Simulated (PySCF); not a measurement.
**[WO2(H2O)2]2+: forces at shaken geometries**

Aim: move all atoms of relaxed [WO2(H2O)2]2+ at random and read energies and forces. The species was built from a template and needn't be a known compound.

Computed with PySCF 2.14.0. Level: r2SCAN, W def2-SVP with ECP60, O def2-SVP, H def2-SVP; scalar-relativistic core potentials, no spin–orbit coupling.

4 further runs of the same task are left out: 2 for a known fault of the program, 1 that didn't finish, 1 set aside as unsound or not needed.

## Step 1: Where the work starts

9 atoms, charge 2, spin multiplicity 1.

Bond lengths: W1–O2 1.673 Å, W1–O3 1.673 Å, W1–O4 2.071 Å, W1–O7 2.071 Å, O4–H5 0.988 Å, O4–H6 0.989 Å, O7–H8 0.988 Å, O7–H9 0.989 Å. Angles: O2–W1–O3 104.1°, O2–W1–O4 102.4°, O2–W1–O7 102.5°, O3–W1–O4 102.5°, O3–W1–O7 102.4°, O4–W1–O7 139.0°, W1–O4–H5 125.7°, W1–O4–H6 125.6°, H5–O4–H6 107.1°, W1–O7–H8 125.7°, W1–O7–H9 125.6°, H8–O7–H9 107.1°.

Geometry (Å):

```xyz
9
charge 2, multiplicity 1
W     0.0000    0.0000   -0.3829
O     0.9143    0.9514    0.6455
O    -0.9143   -0.9514    0.6455
O     1.4004   -1.3431   -1.1078
H     1.2663   -2.3165   -1.2121
H     2.3705   -1.1726   -1.1930
O    -1.4004    1.3431   -1.1078
H    -1.2663    2.3165   -1.2121
H    -2.3705    1.1726   -1.1930
```

Formal oxidation states: W +6. An earlier session relaxed this geometry at r2SCAN, W def2-SVP with ECP60, O def2-SVP, H def2-SVP (singlet, point group C2v).

Its energy there is -369.443254 Eh.

## Step 2: Atoms moved at random, σ = 0.1 Å

run.py (the lines that set the calculation) reads:

```python
mol = gto.M(atom='''
W      0.06521    -0.21221    -0.42344
O      0.86180     0.92779     0.51112
O     -0.81041    -1.06037     0.70704
O      1.33876    -1.33752    -1.11004
H      1.29591    -2.47966    -1.09562
H      2.38461    -1.04034    -1.28530
O     -1.48800     1.49164    -1.08936
H     -1.26886     2.43052    -1.00093
H     -2.37903     1.28016    -1.33114''',
    basis={'W': 'def2-SVP', 'O': 'def2-SVP', 'H': 'def2-SVP'},
    ecp={'W': 'def2-SVP'},
    charge=2, spin=0)
mf = dft.RKS(mol, xc='R2SCAN')
mf.grids.atom_grid = (50, 194)
mf = mf.density_fit()  # fitting sets: W def2-universal-JKFIT, O def2-universal-JKFIT, H def2-universal-JKFIT
mf.conv_tol = 1e-08; mf.max_cycle = 55
mf.kernel(dm0)  # dm0: the density of the relaxed state
```

On the command line:

```bash
> OMP_NUM_THREADS=2 python run.py
```

The program printed:

```text
init E= -369.069616144599
  HOMO = -0.765478546218102  LUMO = -0.618735266034097  gap/eV = 3.99309
cycle= 1 E= -369.357193107324  delta_E= -0.288  |g|= 0.302  |ddm|= 0.913
  HOMO = -0.664419857220242  LUMO = -0.503363498469867  gap/eV = 4.38257
cycle= 2 E= -369.2484326076  delta_E= 0.109  |g|= 0.789  |ddm|= 0.719
  HOMO = -0.671787465003749  LUMO = -0.528984610997338  gap/eV = 3.88586
cycle= 3 E= -369.358971005811  delta_E= -0.111  |g|= 0.301  |ddm|= 0.663
  HOMO = -0.686369751505165  LUMO = -0.529339327870123  gap/eV = 4.27302
cycle= 4 E= -369.375454359077  delta_E= -0.0165  |g|= 0.0513  |ddm|= 0.207
  HOMO = -0.689183439775361  LUMO = -0.534528450405407  gap/eV = 4.20838
cycle= 5 E= -369.375861088338  delta_E= -0.000407  |g|= 0.0269  |ddm|= 0.0556
  HOMO = -0.68973597959837  LUMO = -0.534107866538662  gap/eV = 4.23486
cycle= 6 E= -369.375874727297  delta_E= -1.36e-05  |g|= 0.0256  |ddm|= 0.0317
  HOMO = -0.688875144009706  LUMO = -0.533538717966131  gap/eV = 4.22692
cycle= 7 E= -369.376006349782  delta_E= -0.000132  |g|= 0.00302  |ddm|= 0.0169
  HOMO = -0.688985450057039  LUMO = -0.533589488637634  gap/eV = 4.22854
cycle= 8 E= -369.376007843806  delta_E= -1.49e-06  |g|= 0.00123  |ddm|= 0.00219
  HOMO = -0.6890568363424  LUMO = -0.533621566328811  gap/eV = 4.22961
cycle= 9 E= -369.376008145222  delta_E= -3.01e-07  |g|= 0.000198  |ddm|= 0.000834
  HOMO = -0.689054058686351  LUMO = -0.533611246707882  gap/eV = 4.22981
cycle= 10 E= -369.376008153393  delta_E= -8.17e-09  |g|= 2.45e-05  |ddm|= 0.000153
  HOMO = -0.689058541074882  LUMO = -0.533614129133348  gap/eV = 4.22986
Extra cycle  E= -369.376008153305  delta_E= 8.75e-11  |g|= 3.27e-05  |ddm|= 3.97e-05
converged SCF energy = -369.376008153305
```

Run time: 7.2 s. Hardware: 2 threads of Arm Neoverse V1, shared host.

Result: E = -369.376008 Eh (+1.830 eV from the relaxed state), HOMO -18.75 eV, LUMO -14.52 eV, Mulliken charge on W1 +1.42 e, largest force component 6.804 eV/Å. 

```
atom      Fx      Fy  Fz (eV/Å)
  W1  -6.045   6.705      1.289
  O2   0.594  -0.259     -0.050
  O3  -0.221  -0.850      0.385
  O4   6.804  -6.393     -2.204
  H5   0.413   3.644     -0.176
  H6  -2.781  -1.155      0.387
  O7   3.224  -2.529      0.805
  H8  -0.361   0.549     -0.022
  H9  -1.627   0.288     -0.414
```

## Step 3: Atoms moved at random, σ = 0.15 Å

run.py (the lines that set the calculation) reads:

```python
mol = gto.M(atom='''
W     -0.10674    -0.11904    -0.37443
O      0.83222     1.04941     0.77161
O     -0.94042    -0.93181     0.72600
O      1.31918    -1.45468    -0.95977
H      1.39044    -2.26330    -1.47848
H      2.47739    -1.19247    -1.16721
O     -1.40752     1.47321    -1.19894
H     -1.35488     2.26861    -1.05513
H     -2.20967     1.17007    -1.38131''',
    basis={'W': 'def2-SVP', 'O': 'def2-SVP', 'H': 'def2-SVP'},
    ecp={'W': 'def2-SVP'},
    charge=2, spin=0)
mf = dft.RKS(mol, xc='R2SCAN')
mf.grids.atom_grid = (50, 194)
mf = mf.density_fit()  # fitting sets: W def2-universal-JKFIT, O def2-universal-JKFIT, H def2-universal-JKFIT
mf.conv_tol = 1e-08; mf.max_cycle = 55
mf.kernel(dm0)  # dm0: the density of the relaxed state
```

On the command line:

```bash
> OMP_NUM_THREADS=2 python run.py
```

The program printed:

```text
init E= -369.029697765344
  HOMO = -0.762513880508472  LUMO = -0.652449403641572  gap/eV = 2.99501
cycle= 1 E= -369.224978114041  delta_E= -0.195  |g|= 0.617  |ddm|= 1.08
  HOMO = -0.598805535582773  LUMO = -0.512284773813732  gap/eV = 2.35435
cycle= 2 E= -367.775906469062  delta_E= 1.45  |g|= 2.68  |ddm|= 2.11
  HOMO = -0.697849394340197  LUMO = -0.53401243838811  gap/eV = 4.45823
cycle= 3 E= -369.022516596853  delta_E= -1.25  |g|= 1.13  |ddm|= 2.05
  HOMO = -0.654338029367739  LUMO = -0.556857527210884  gap/eV = 2.65258
cycle= 4 E= -369.281342704476  delta_E= -0.259  |g|= 0.358  |ddm|= 0.956
  HOMO = -0.669912403107084  LUMO = -0.563895597058536  gap/eV = 2.88486
cycle= 5 E= -369.29496702991  delta_E= -0.0136  |g|= 0.228  |ddm|= 0.223
  HOMO = -0.673571727868531  LUMO = -0.56822731086212  gap/eV = 2.86657
cycle= 6 E= -369.304043608266  delta_E= -0.00908  |g|= 0.0906  |ddm|= 0.123
  HOMO = -0.672010067150385  LUMO = -0.565275422166707  gap/eV = 2.90440
cycle= 7 E= -369.305373313703  delta_E= -0.00133  |g|= 0.0437  |ddm|= 0.0383
  HOMO = -0.67387893296846  LUMO = -0.566111390970452  gap/eV = 2.93250
cycle= 8 E= -369.305750953697  delta_E= -0.000378  |g|= 0.0108  |ddm|= 0.0245
  HOMO = -0.674314138771663  LUMO = -0.566310270872055  gap/eV = 2.93893
cycle= 9 E= -369.305773493375  delta_E= -2.25e-05  |g|= 0.000988  |ddm|= 0.00707
  HOMO = -0.674249535813381  LUMO = -0.56625488420271  gap/eV = 2.93868
cycle= 10 E= -369.305773692181  delta_E= -1.99e-07  |g|= 0.000129  |ddm|= 0.000837
  HOMO = -0.67425416481256  LUMO = -0.566256505251516  gap/eV = 2.93877
cycle= 11 E= -369.305773695377  delta_E= -3.2e-09  |g|= 2.78e-05  |ddm|= 9.87e-05
  HOMO = -0.674257487186495  LUMO = -0.566256346218029  gap/eV = 2.93886
Extra cycle  E= -369.305773694237  delta_E= 1.14e-09  |g|= 8.16e-05  |ddm|= 6.72e-05
converged SCF energy = -369.305773694237
```

It took 7.6 s on 2 threads of Arm Neoverse V1, shared host.

Result: E = -369.305774 Eh (+3.741 eV from the relaxed state), HOMO -18.35 eV, LUMO -15.41 eV, Mulliken charge on W1 +1.45 e, largest force component 15.014 eV/Å. 

```
atom      Fx       Fy  Fz (eV/Å)
  W1   5.601    8.125      2.020
  O2  -3.360   -4.567     -4.879
  O3  -2.723   -2.484      2.583
  O4   5.472    1.944     -1.112
  H5  -1.044   -1.502     -0.341
  H6  -4.223   -0.365      1.333
  O7   6.135  -14.548     -0.604
  H8   0.877   15.014      2.681
  H9  -6.735   -1.617     -1.681
```

## Step 4: Atoms moved at random, σ = 0.15 Å

run.py (the lines that set the calculation) reads:

```python
mol = gto.M(atom='''
W      0.20981     0.05117    -0.60642
O      0.86483     0.74339     1.00824
O     -0.88901    -1.09157     0.77918
O      1.32083    -1.28647    -1.32002
H      1.56655    -2.26577    -1.17307
H      2.12792    -1.05094    -1.29951
O     -1.73940     1.42984    -1.07743
H     -1.07998     2.29771    -1.16023
H     -2.38156     1.17263    -1.26840''',
    basis={'W': 'def2-SVP', 'O': 'def2-SVP', 'H': 'def2-SVP'},
    ecp={'W': 'def2-SVP'},
    charge=2, spin=0)
mf = dft.RKS(mol, xc='R2SCAN')
mf.grids.atom_grid = (50, 194)
mf = mf.density_fit()  # fitting sets: W def2-universal-JKFIT, O def2-universal-JKFIT, H def2-universal-JKFIT
mf.conv_tol = 1e-08; mf.max_cycle = 55
mf.kernel(dm0)  # dm0: the density of the relaxed state
```

On the command line:

```bash
> OMP_NUM_THREADS=2 python run.py
```

The program printed:

```text
init E= -368.208177617101
  HOMO = -0.904633207445404  LUMO = -0.857844152050726  gap/eV = 1.27320
cycle= 1 E= -368.611288115106  delta_E= -0.403  |g|= 1.39  |ddm|=    2
  HOMO = -0.47348843276757  LUMO = -0.465529258431748  gap/eV = 0.21658
cycle= 2 E= -363.306841880777  delta_E=  5.3  |g|= 4.02  |ddm|= 3.99
  HOMO = -0.65078070739893  LUMO = -0.481941410986646  gap/eV = 4.59435
cycle= 3 E= -367.310442706861  delta_E=   -4  |g|= 2.35  |ddm|= 3.68
  HOMO = -0.564086111898816  LUMO = -0.554031214185228  gap/eV = 0.27361
cycle= 4 E= -367.543642808481  delta_E= -0.233  |g|=  2.7  |ddm|= 3.24
  HOMO = -0.629282543357586  LUMO = -0.618473889607667  gap/eV = 0.29412
cycle= 5 E= -367.682024460674  delta_E= -0.138  |g|= 2.59  |ddm|=  1.5
  HOMO = -0.584242266894856  LUMO = -0.580710846788409  gap/eV = 0.09609
cycle= 6 E= -367.727765224715  delta_E= -0.0457  |g|= 2.59  |ddm|= 0.931
  HOMO = -0.584269425378493  LUMO = -0.580742978941699  gap/eV = 0.09596
cycle= 7 E= -367.727901202048  delta_E= -0.000136  |g|= 2.59  |ddm|= 0.00409
  HOMO = -0.584166387538488  LUMO = -0.580603110799891  gap/eV = 0.09696
cycle= 8 E= -367.730767440665  delta_E= -0.00287  |g|= 2.58  |ddm|= 0.0147
  HOMO = -0.577715084133405  LUMO = -0.573994791599596  gap/eV = 0.10123
cycle= 9 E= -367.564503558213  delta_E= 0.166  |g|= 2.72  |ddm|= 0.607
  HOMO = -0.588654303712236  LUMO = -0.579302345567378  gap/eV = 0.25448
cycle= 10 E= -367.998955813927  delta_E= -0.434  |g|= 2.31  |ddm|= 0.462
  HOMO = -0.618363887100716  LUMO = -0.608043993572586  gap/eV = 0.28082
cycle= 11 E= -368.075067138232  delta_E= -0.0761  |g|=  2.2  |ddm|= 0.587
  HOMO = -0.604693900677774  LUMO = -0.596817254185191  gap/eV = 0.21433
cycle= 12 E= -367.271951062935  delta_E= 0.803  |g|= 2.91  |ddm|= 0.642
  HOMO = -0.611046086086183  LUMO = -0.589700706947841  gap/eV = 0.58084
cycle= 13 E= -366.707206434807  delta_E= 0.565  |g|=  3.2  |ddm|= 0.746
  HOMO = -0.641265709281996  LUMO = -0.593467169128168  gap/eV = 1.30066
cycle= 14 E= -368.925902705661  delta_E= -2.22  |g|= 0.68  |ddm|= 2.19
  HOMO = -0.644396670036837  LUMO = -0.61543499054936  gap/eV = 0.78809
cycle= 15 E= -368.982921376555  delta_E= -0.057  |g|= 0.442  |ddm|= 0.69
  HOMO = -0.645861218907129  LUMO = -0.608792767989289  gap/eV = 1.00868
cycle= 16 E= -369.017676908635  delta_E= -0.0348  |g|= 0.12  |ddm|= 0.296
  HOMO = -0.643507695409831  LUMO = -0.607336292369581  gap/eV = 0.98427
cycle= 17 E= -369.020684348347  delta_E= -0.00301  |g|= 0.0356  |ddm|= 0.106
  HOMO = -0.644859749607892  LUMO = -0.608165521117279  gap/eV = 0.99850
cycle= 18 E= -369.020939740854  delta_E= -0.000255  |g|= 0.00585  |ddm|= 0.0265
  HOMO = -0.644803752329199  LUMO = -0.608103753501339  gap/eV = 0.99866
cycle= 19 E= -369.020947106236  delta_E= -7.37e-06  |g|= 0.00129  |ddm|= 0.00522
  HOMO = -0.644733991122663  LUMO = -0.608025383265051  gap/eV = 0.99889
cycle= 20 E= -369.020947425878  delta_E= -3.2e-07  |g|= 0.000437  |ddm|= 0.00105
  HOMO = -0.644738903079709  LUMO = -0.608022232065053  gap/eV = 0.99911
cycle= 21 E= -369.020947463728  delta_E= -3.79e-08  |g|= 7.65e-05  |ddm|= 0.000335
  HOMO = -0.644740695476472  LUMO = -0.608024848557463  gap/eV = 0.99909
cycle= 22 E= -369.02094746489  delta_E= -1.16e-09  |g|= 1.68e-05  |ddm|= 5.26e-05
  HOMO = -0.644736929349797  LUMO = -0.608021209475005  gap/eV = 0.99909
Extra cycle  E= -369.020947459567  delta_E= 5.32e-09  |g|= 0.000153  |ddm|= 0.000128
converged SCF energy = -369.020947459567
```

Run time: 11 s. Hardware: 2 threads of Arm Neoverse V1, shared host.

Read off: E = -369.020947 Eh (+11.492 eV from the relaxed state), HOMO -17.54 eV, LUMO -16.55 eV, Mulliken charge on W1 +1.33 e, largest force component 37.670 eV/Å. The gap is small, and the closed shell wasn't tested for a lower spin-broken solution.

```
atom       Fx       Fy  Fz (eV/Å)
  W1   -7.875    1.317     15.846
  O2   -1.110   -1.567     -7.879
  O3    3.395    3.321     -6.607
  O4   -6.121   -6.747     -0.868
  H5   -1.659   -0.097     -0.125
  H6   11.315    4.082     -0.515
  O7   37.670   12.631     10.222
  H8   -4.658   -2.126     -0.354
  H9  -30.957  -10.813     -9.720
```

## Step 5: Results

| σ (Å) | energy rise (eV) | harmonic estimate −½ F·u (eV) | largest force component (eV/Å) |
| --- | --- | --- | --- |
| 0.1 | 1.830 | 1.779 | 6.80 |
| 0.15 | 3.741 | 3.240 | 15.01 |
| 0.15 | 11.492 | 11.209 | 37.67 |

Every displacement raises the energy. For a harmonic well the rise equals −½ F·u; the two differ by at most 13 % here (a move with σ = 0.15 Å), from anharmonicity, the grid and the small forces left at the relaxed point. These are double-zeta-type bases without diffuse functions. Spin–orbit coupling is left out.
